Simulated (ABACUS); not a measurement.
Set up this calculation in ABACUS 3.10.1, as the native input.

```
Task                                          : single point
Functional                                    : PBEsol
Potentials or basis                           : PseudoDojo NC SR 0.4.1 PBEsol standard
Cutoff                                        : 1333 eV
Density cutoff                                : 5333 eV
Basis                                         : plane waves
k mesh                                        : 10 × 10 × 9
Occupations                                   : fermi-dirac, width 0.05 eV
Spin                                          : collinear spin, ferromagnetic start
Starting moments                              : [1.0, 0.0] μB
Radial cutoff of the potentials (pseudo_rcut) : 7 bohr
SCF threshold on the density                  : 1e-08
Max SCF steps                                 : 100
Eigensolver                                   : dav
Mixing                                        : broyden
Mixing share                                  : 0.4
Symmetry key                                  : 1
```

The system is AlNi.

```
CELL_PARAMETERS angstrom
1.93869 -1.95319 0.00000
1.93869 1.95319 0.00000
0.00000 0.00000 3.09943
ATOMIC_POSITIONS crystal
Ni 0.50000 0.50000 0.50000
Al 0.00000 0.00000 0.00000
```

The cell comes from a database or a generator and needn't be the stable form of this composition.

These files were run (other wordings do the same):

INPUT

```
INPUT_PARAMETERS
suffix              AlNi
calculation         scf
basis_type          pw
pseudo_dir          ./
symmetry            1
dft_functional      pbesol
ecutwfc             98
pseudo_rcut         7
nspin               2
nbands              16
ks_solver           dav
smearing_method     fd
smearing_sigma      0.00367493
scf_thr             1e-08
scf_nmax            100
mixing_type         broyden
mixing_beta         0.4
cal_force           1
cal_stress          1
kpar                4
```

STRU

```
ATOMIC_SPECIES
Ni 58.6934 Ni.upf
Al 26.9815 Al.upf

LATTICE_CONSTANT
1.8897261246

LATTICE_VECTORS
1.9386940000 -1.9531901500 0.0000000000
1.9386940000 1.9531901500 0.0000000000
0.0000000000 0.0000000000 3.0994300413

ATOMIC_POSITIONS
Direct

Ni
0.0
1
0.5000000000 0.5000000000 0.5000000000 1 1 1 mag 1

Al
0.0
1
0.0000000000 0.0000000000 0.0000000000 1 1 1 mag 0
```

KPT

```
K_POINTS
0
Gamma
10 10 9 0 0 0
```

Potentials or basis: PseudoDojo NC SR 0.4.1 PBEsol standard, plane waves.

Command:

```sh
$ OMP_NUM_THREADS=1 mpirun -np 4 abacus > log
```

Results of the run:

* Pressure: 0.5 GPa
* Band gap on the k mesh: none (metal or under the smearing width)
* Net moment: 0.00 μB per cell
* Absolute moment: 0.00 μB per cell

It took 44 s on 4 MPI ranks on Intel(R) Xeon(R) 6975P-C (Granite Rapids), on a shared host, peak memory 0.52 GiB a rank.
